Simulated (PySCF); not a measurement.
# C3H7Cl3Ge (Ge(iPr)Cl3): the cost of one run

Programs: PySCF 2.14.0, with density-fitted response routines of our own. Each step states its level of theory. These are calculated values for one molecule in the gas phase, unless marked as measured. Atoms are numbered from 0 throughout.

### Step 1. The molecule as given

14 atoms, charge 0, multiplicity 1; geometry from: GFN2-xTB. The atoms were then displaced at random by about 0.03 Å, so the start is not that level's minimum.

Bonds of the start (Å): Ge0–C1 2.05, Ge0–Cl11 2.10, Ge0–Cl12 2.32, Ge0–Cl13 2.13, C1–C2 1.48, C1–C3 1.41, C1–H4 1.08, C2–H5 1.13, C2–H6 1.04, C2–H7 1.11, C3–H8 1.16, C3–H9 1.12, C3–H10 1.16.

### Step 2. Geometry optimisation at PBE0-D3(BJ)/def2-SVP

The job: settings as JSON, then the geometry in Å.

```
{"job": {"xc": "PBE0", "basis": "def2-SVP", "d3": "d3bj", "grid": 1, "maxiter": 40, "shake": 0.03, "kind": "geom"}, "charge": 0, "multiplicity": 1}
Ge     0.251190     0.286770    -1.654860
C      0.162470     0.317300     0.394810
C      0.910790    -0.870210     0.874690
C     -1.153330     0.330600     0.891910
H      0.665410     1.237390     0.667850
H      1.981080    -0.823580     0.517680
H      0.535210    -1.798690     0.577630
H      1.051030    -0.840130     1.974110
H     -1.269850     0.373490     2.049090
H     -1.809600     1.177990     0.555620
H     -1.792450    -0.589570     0.607500
Cl     2.193620     0.358330    -2.460510
Cl    -0.876090     2.131660    -2.487090
Cl    -0.868920    -1.335170    -2.465220
```

The run is started by

```sh
OMP_NUM_THREADS=1 python probes_run.py task.json out
```

The driver reads the jobs from task.json and runs them one after another.

**Question.** How long does this first job take on 1 thread of AMD EPYC, shared host, and how much memory does it need?

About 2.9 min, with a peak of 0.7 GiB.
